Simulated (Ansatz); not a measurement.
Born–Oppenheimer molecular dynamics of a periodic cell of 18 atoms, In₄Sb₄H (surface InSb(110), adsorbate H2). It goes on from the last frame of an earlier run, with new velocities.

All numbers below come from DFT LDA, scalar-relativistic, plane waves, PAW in Ansatz 0.2.0. Settings: accuracy low, PAW set soft_1, cutoff 420 eV, k mesh 2x2x1, fermi-dirac smearing 0.05 eV, no spin polarisation.

```yaml
ensemble: NVT, Nosé–Hoover chain
time_step: 0.75 fs
steps_asked: 200
set_temperature: 1400 K
thermostat: time constant 3 fs, chain length 1
atoms_held: 1, 4, 6, 7
seed: 972683
```

Frames 3.75 fs apart, positions in Å, forces in eV/Å.

Velocities at 45.0 fs (Å/ps):

```
In 0.00 0.00 0.00
Sb 4.60 0.65 1.54
In -3.70 -5.71 2.90
Sb 0.00 0.00 0.00
In 4.99 4.65 0.96
Sb 0.00 0.00 0.00
In 0.00 0.00 0.00
Sb -1.44 -3.34 5.12
In -4.35 -2.18 2.54
Sb 3.55 1.13 1.42
In 1.15 -0.55 1.93
Sb -2.55 0.78 -3.25
In 0.77 -0.06 -3.56
Sb -0.03 3.85 4.02
In 0.91 2.86 2.84
Sb 5.59 -2.24 4.71
H -37.61 43.19 -26.59
H 7.15 -52.40 -14.75
```

```xyz
18
Lattice="9.1372 0.0000 0.0000 0.0000 6.4610 0.0000 0.0000 0.0000 19.8529" Properties=species:S:1:pos:R:3:forces:R:3 time_fs=45.0 energy_less_start_eV=1.448 T=1405
In 0.000 0.000 1.000 -0.17 -0.69 0.80
Sb 9.093 1.784 3.166 1.26 0.89 -0.73
In 6.825 3.103 3.551 -0.95 0.18 -1.23
Sb 2.284 4.846 1.000 0.05 0.03 -0.63
In 2.663 3.890 3.623 -0.74 -1.40 -2.95
Sb 6.853 4.846 1.000 -0.07 0.09 -0.28
In 4.569 0.000 1.000 0.07 -0.29 0.84
Sb 4.312 1.888 3.227 1.09 -1.18 0.10
In 4.738 0.215 5.750 0.53 0.18 -0.16
Sb 4.632 1.799 8.165 -1.76 -0.61 -0.13
In 1.966 3.052 7.247 0.92 -0.04 0.23
Sb 7.163 4.957 5.389 -0.46 1.40 0.93
In 6.684 3.186 7.418 1.35 -0.16 -0.56
Sb 2.297 5.320 5.551 -0.81 1.74 3.13
In 9.113 0.629 5.545 0.11 -0.85 1.05
Sb 9.050 1.533 8.279 -0.50 0.27 -0.84
H 7.658 -1.445 9.350 0.18 0.29 0.25
H 7.235 -1.886 8.882 -0.09 0.15 0.15
18
Lattice="9.1372 0.0000 0.0000 0.0000 6.4610 0.0000 0.0000 0.0000 19.8529" Properties=species:S:1:pos:R:3:forces:R:3 time_fs=48.8 energy_less_start_eV=1.504 T=1423
In 0.000 0.000 1.000 -0.19 -0.68 0.83
Sb 9.111 1.787 3.171 1.13 0.94 -0.71
In 6.810 3.082 3.561 -0.78 0.16 -1.22
Sb 2.284 4.846 1.000 0.06 0.02 -0.62
In 2.682 3.907 3.625 -0.73 -1.28 -2.78
Sb 6.853 4.846 1.000 -0.07 0.10 -0.27
In 4.569 0.000 1.000 0.08 -0.29 0.84
Sb 4.307 1.875 3.246 1.00 -1.15 0.07
In 4.722 0.207 5.759 0.65 0.23 -0.11
Sb 4.644 1.803 8.171 -1.79 -0.65 -0.12
In 1.971 3.050 7.254 0.97 0.00 0.21
Sb 7.154 4.960 5.378 -0.42 1.39 0.89
In 6.688 3.185 7.404 1.32 -0.15 -0.65
Sb 2.296 5.335 5.568 -0.88 1.47 2.94
In 9.116 0.639 5.557 0.05 -0.87 1.01
Sb 9.071 1.524 8.296 -0.59 0.29 -0.83
H 7.502 -1.300 9.234 -0.37 -1.06 -0.56
H 7.285 -2.032 8.873 0.57 1.55 1.10
18
Lattice="9.1372 0.0000 0.0000 0.0000 6.4610 0.0000 0.0000 0.0000 19.8529" Properties=species:S:1:pos:R:3:forces:R:3 time_fs=52.5 energy_less_start_eV=1.327 T=1464
In 0.000 0.000 1.000 -0.20 -0.67 0.85
Sb 9.130 1.791 3.176 0.99 0.99 -0.68
In 6.795 3.060 3.570 -0.58 0.15 -1.20
Sb 2.284 4.846 1.000 0.07 0.01 -0.62
In 2.699 3.922 3.624 -0.74 -1.11 -2.52
Sb 6.853 4.846 1.000 -0.07 0.10 -0.27
In 4.569 0.000 1.000 0.10 -0.30 0.83
Sb 4.303 1.860 3.266 0.90 -1.11 0.03
In 4.706 0.199 5.769 0.77 0.29 -0.06
Sb 4.655 1.806 8.176 -1.78 -0.66 -0.11
In 1.977 3.048 7.262 0.99 0.04 0.19
Sb 7.143 4.966 5.367 -0.39 1.37 0.86
In 6.693 3.185 7.390 1.39 0.01 -0.46
Sb 2.295 5.353 5.588 -0.93 1.14 2.67
In 9.120 0.649 5.569 0.01 -0.86 0.95
Sb 9.092 1.516 8.313 -0.65 0.35 -0.83
H 7.304 -1.254 9.062 -0.07 0.32 0.05
H 7.400 -2.018 8.989 0.19 -0.05 0.32
18
Lattice="9.1372 0.0000 0.0000 0.0000 6.4610 0.0000 0.0000 0.0000 19.8529" Properties=species:S:1:pos:R:3:forces:R:3 time_fs=56.2 energy_less_start_eV=1.276 T=1302
In 0.000 0.000 1.000 -0.22 -0.65 0.88
Sb 9.150 1.796 3.179 0.86 1.02 -0.63
In 6.779 3.040 3.577 -0.38 0.15 -1.17
Sb 2.284 4.846 1.000 0.07 0.00 -0.63
In 2.715 3.936 3.619 -0.76 -0.92 -2.20
Sb 6.853 4.846 1.000 -0.08 0.10 -0.26
In 4.569 0.000 1.000 0.11 -0.30 0.83
Sb 4.300 1.845 3.284 0.80 -1.07 -0.01
In 4.693 0.192 5.778 0.88 0.35 -0.01
Sb 4.663 1.809 8.181 -1.74 -0.65 -0.12
In 1.984 3.046 7.269 1.01 0.08 0.17
Sb 7.133 4.972 5.357 -0.36 1.35 0.81
In 6.699 3.184 7.375 1.45 0.13 -0.22
Sb 2.292 5.370 5.610 -0.95 0.77 2.36
In 9.123 0.656 5.582 -0.04 -0.84 0.88
Sb 9.110 1.509 8.327 -0.69 0.39 -0.83
H 7.119 -1.232 8.901 0.81 -1.39 0.54
H 7.522 -1.947 9.143 -0.78 1.49 -0.38
18
Lattice="9.1372 0.0000 0.0000 0.0000 6.4610 0.0000 0.0000 0.0000 19.8529" Properties=species:S:1:pos:R:3:forces:R:3 time_fs=60.0 energy_less_start_eV=1.134 T=1398
In 0.000 0.000 1.000 -0.23 -0.63 0.91
Sb 9.169 1.802 3.182 0.74 1.04 -0.57
In 6.764 3.021 3.582 -0.18 0.16 -1.13
Sb 2.284 4.846 1.000 0.08 0.00 -0.65
In 2.730 3.948 3.613 -0.78 -0.74 -1.85
Sb 6.853 4.846 1.000 -0.08 0.10 -0.25
In 4.569 0.000 1.000 0.12 -0.30 0.82
Sb 4.299 1.829 3.302 0.69 -1.02 -0.05
In 4.680 0.186 5.786 0.99 0.40 0.04
Sb 4.669 1.810 8.185 -1.67 -0.61 -0.14
In 1.992 3.044 7.277 1.01 0.09 0.16
Sb 7.122 4.980 5.349 -0.33 1.32 0.76
In 6.707 3.184 7.361 1.44 0.02 -0.13
Sb 2.289 5.388 5.634 -0.96 0.41 2.01
In 9.126 0.663 5.596 -0.07 -0.79 0.81
Sb 9.127 1.503 8.341 -0.72 0.42 -0.87
H 7.028 -1.352 8.809 0.13 0.04 0.20
H 7.557 -1.723 9.253 -0.14 0.09 -0.07
18
Lattice="9.1372 0.0000 0.0000 0.0000 6.4610 0.0000 0.0000 0.0000 19.8529" Properties=species:S:1:pos:R:3:forces:R:3 time_fs=63.8 energy_less_start_eV=1.115 T=1456
In 0.000 0.000 1.000 -0.23 -0.60 0.94
Sb 9.191 1.809 3.185 0.61 1.04 -0.50
In 6.748 3.001 3.587 0.03 0.19 -1.07
Sb 2.284 4.846 1.000 0.08 0.00 -0.69
In 2.744 3.959 3.604 -0.81 -0.56 -1.47
Sb 6.853 4.846 1.000 -0.08 0.10 -0.23
In 4.569 0.000 1.000 0.12 -0.30 0.82
Sb 4.298 1.812 3.321 0.56 -0.96 -0.09
In 4.669 0.179 5.795 1.09 0.45 0.09
Sb 4.673 1.811 8.190 -1.57 -0.55 -0.18
In 2.001 3.043 7.285 1.01 0.11 0.16
Sb 7.112 4.989 5.342 -0.31 1.26 0.68
In 6.718 3.184 7.346 1.36 -0.10 -0.07
Sb 2.284 5.407 5.661 -0.96 0.03 1.65
In 9.130 0.669 5.611 -0.12 -0.74 0.71
Sb 9.144 1.496 8.354 -0.77 0.43 -0.89
H 6.974 -1.500 8.756 0.82 0.28 0.96
H 7.552 -1.448 9.342 -0.83 -0.07 -0.81
18
Lattice="9.1372 0.0000 0.0000 0.0000 6.4610 0.0000 0.0000 0.0000 19.8529" Properties=species:S:1:pos:R:3:forces:R:3 time_fs=67.5 energy_less_start_eV=1.038 T=1408
In 0.000 0.000 1.000 -0.24 -0.57 0.97
Sb 9.212 1.817 3.186 0.48 1.03 -0.42
In 6.733 2.982 3.589 0.25 0.25 -1.00
Sb 2.284 4.846 1.000 0.09 0.00 -0.73
In 2.756 3.969 3.593 -0.84 -0.40 -1.11
Sb 6.853 4.846 1.000 -0.08 0.10 -0.21
In 4.569 0.000 1.000 0.13 -0.30 0.81
Sb 4.298 1.794 3.339 0.42 -0.89 -0.13
In 4.659 0.174 5.804 1.18 0.49 0.14
Sb 4.676 1.811 8.194 -1.45 -0.47 -0.22
In 2.011 3.041 7.292 1.01 0.12 0.15
Sb 7.100 5.000 5.335 -0.29 1.17 0.59
In 6.729 3.183 7.332 1.25 -0.17 -0.02
Sb 2.279 5.425 5.689 -0.94 -0.32 1.31
In 9.133 0.674 5.627 -0.18 -0.69 0.59
Sb 9.160 1.491 8.365 -0.81 0.45 -0.87
H 7.005 -1.599 8.809 0.45 0.58 0.68
H 7.462 -1.198 9.344 -0.44 -0.36 -0.52
18
Lattice="9.1372 0.0000 0.0000 0.0000 6.4610 0.0000 0.0000 0.0000 19.8529" Properties=species:S:1:pos:R:3:forces:R:3 time_fs=71.2 energy_less_start_eV=0.948 T=1362
In 0.000 0.000 1.000 -0.25 -0.55 1.00
Sb 9.233 1.826 3.188 0.36 1.01 -0.35
In 6.718 2.964 3.591 0.47 0.32 -0.93
Sb 2.284 4.846 1.000 0.09 0.00 -0.78
In 2.768 3.979 3.582 -0.86 -0.28 -0.77
Sb 6.853 4.846 1.000 -0.08 0.10 -0.21
In 4.569 0.000 1.000 0.15 -0.31 0.81
Sb 4.298 1.776 3.356 0.29 -0.81 -0.18
In 4.651 0.169 5.812 1.25 0.51 0.18
Sb 4.676 1.811 8.198 -1.32 -0.40 -0.26
In 2.022 3.040 7.300 1.01 0.14 0.14
Sb 7.089 5.012 5.329 -0.27 1.06 0.51
In 6.741 3.183 7.318 1.13 -0.16 0.08
Sb 2.272 5.442 5.718 -0.91 -0.64 1.01
In 9.135 0.678 5.642 -0.23 -0.62 0.46
Sb 9.174 1.486 8.375 -0.84 0.48 -0.84
H 7.091 -1.643 8.941 0.06 0.20 0.19
H 7.321 -0.979 9.286 -0.02 -0.06 -0.06
18
Lattice="9.1372 0.0000 0.0000 0.0000 6.4610 0.0000 0.0000 0.0000 19.8529" Properties=species:S:1:pos:R:3:forces:R:3 time_fs=75.0 energy_less_start_eV=0.928 T=1388
In 0.000 0.000 1.000 -0.26 -0.52 1.02
Sb 9.255 1.836 3.188 0.25 0.97 -0.27
In 6.704 2.946 3.591 0.67 0.41 -0.86
Sb 2.284 4.846 1.000 0.09 0.01 -0.84
In 2.778 3.988 3.570 -0.86 -0.20 -0.45
Sb 6.853 4.846 1.000 -0.08 0.10 -0.20
In 4.569 0.000 1.000 0.16 -0.32 0.80
Sb 4.298 1.756 3.373 0.15 -0.73 -0.22
In 4.644 0.165 5.821 1.30 0.52 0.22
Sb 4.675 1.810 8.201 -1.17 -0.32 -0.30
In 2.034 3.038 7.308 0.99 0.16 0.13
Sb 7.078 5.024 5.324 -0.26 0.96 0.43
In 6.755 3.182 7.304 1.01 -0.13 0.23
Sb 2.265 5.459 5.747 -0.86 -0.91 0.74
In 9.138 0.681 5.658 -0.29 -0.56 0.32
Sb 9.187 1.481 8.384 -0.86 0.51 -0.80
H 7.180 -1.631 9.096 0.02 1.50 0.29
H 7.182 -0.801 9.220 0.00 -1.46 -0.25
18
Lattice="9.1372 0.0000 0.0000 0.0000 6.4610 0.0000 0.0000 0.0000 19.8529" Properties=species:S:1:pos:R:3:forces:R:3 time_fs=78.8 energy_less_start_eV=0.837 T=1461
In 0.000 0.000 1.000 -0.27 -0.48 1.05
Sb 9.277 1.847 3.189 0.13 0.93 -0.19
In 6.690 2.929 3.591 0.86 0.49 -0.80
Sb 2.284 4.846 1.000 0.08 0.02 -0.90
In 2.787 3.997 3.557 -0.86 -0.15 -0.15
Sb 6.853 4.846 1.000 -0.08 0.10 -0.20
In 4.569 0.000 1.000 0.17 -0.32 0.80
Sb 4.299 1.736 3.389 0.02 -0.64 -0.27
In 4.639 0.161 5.830 1.31 0.53 0.26
Sb 4.673 1.810 8.204 -1.01 -0.23 -0.35
In 2.048 3.038 7.316 0.95 0.18 0.12
Sb 7.066 5.038 5.319 -0.23 0.86 0.36
In 6.770 3.181 7.290 0.90 -0.18 0.34
Sb 2.256 5.475 5.778 -0.78 -1.16 0.50
In 9.140 0.684 5.675 -0.33 -0.48 0.18
Sb 9.200 1.477 8.393 -0.84 0.56 -0.78
H 7.279 -1.467 9.293 0.13 -0.36 0.11
H 7.035 -0.765 9.119 -0.14 0.35 -0.11
18
Lattice="9.1372 0.0000 0.0000 0.0000 6.4610 0.0000 0.0000 0.0000 19.8529" Properties=species:S:1:pos:R:3:forces:R:3 time_fs=82.5 energy_less_start_eV=0.884 T=1327
In 0.000 0.000 1.000 -0.27 -0.44 1.08
Sb 9.298 1.859 3.189 0.03 0.87 -0.12
In 6.678 2.913 3.590 1.03 0.57 -0.74
Sb 2.284 4.846 1.000 0.08 0.03 -0.96
In 2.795 4.005 3.544 -0.85 -0.12 0.13
Sb 6.853 4.846 1.000 -0.08 0.09 -0.19
In 4.569 0.000 1.000 0.17 -0.32 0.80
Sb 4.300 1.716 3.406 -0.11 -0.55 -0.33
In 4.636 0.158 5.840 1.29 0.53 0.30
Sb 4.670 1.808 8.207 -0.84 -0.16 -0.38
In 2.062 3.037 7.324 0.90 0.18 0.12
Sb 7.055 5.053 5.315 -0.21 0.75 0.30
In 6.786 3.180 7.277 0.79 -0.23 0.46
Sb 2.247 5.489 5.808 -0.68 -1.36 0.29
In 9.142 0.685 5.691 -0.38 -0.40 0.04
Sb 9.211 1.474 8.400 -0.84 0.60 -0.76
H 7.366 -1.287 9.479 -0.95 1.04 -0.93
H 6.899 -0.751 9.028 0.91 -1.07 0.89
18
Lattice="9.1372 0.0000 0.0000 0.0000 6.4610 0.0000 0.0000 0.0000 19.8529" Properties=species:S:1:pos:R:3:forces:R:3 time_fs=86.2 energy_less_start_eV=0.837 T=1386
In 0.000 0.000 1.000 -0.27 -0.40 1.11
Sb 9.319 1.872 3.189 -0.06 0.81 -0.06
In 6.667 2.897 3.587 1.18 0.65 -0.68
Sb 2.284 4.846 1.000 0.07 0.04 -1.03
In 2.802 4.014 3.531 -0.83 -0.13 0.38
Sb 6.853 4.846 1.000 -0.08 0.09 -0.18
In 4.569 0.000 1.000 0.18 -0.33 0.79
Sb 4.300 1.695 3.421 -0.23 -0.45 -0.38
In 4.633 0.156 5.849 1.24 0.51 0.33
Sb 4.666 1.807 8.209 -0.69 -0.07 -0.42
In 2.077 3.036 7.332 0.86 0.18 0.11
Sb 7.043 5.068 5.311 -0.18 0.64 0.24
In 6.802 3.178 7.265 0.69 -0.31 0.53
Sb 2.237 5.501 5.839 -0.58 -1.52 0.12
In 9.143 0.687 5.707 -0.43 -0.33 -0.09
Sb 9.221 1.472 8.406 -0.84 0.64 -0.75
H 7.358 -1.008 9.570 0.28 -0.13 0.28
H 6.855 -0.841 9.026 -0.32 0.11 -0.31
```

Of the whole run (150 fs, mean temperature of the second half 1401 K): The conserved energy stayed within 0.14 meV per atom of its start (net change 0.12 meV per atom), so the integration is sound. A run of 0.15 ps of so small a system gives no equilibrium averages. Limits of this set-up: thin slab, slab without dipole correction, no dispersion correction for a molecule that may bind weakly, PAW files made for another functional, low accuracy level.

Time of the run: 11 min on 4 threads of Intel(R) Xeon(R) 6975P-C (Granite Rapids) (shared host), peak memory 3.1 GiB.
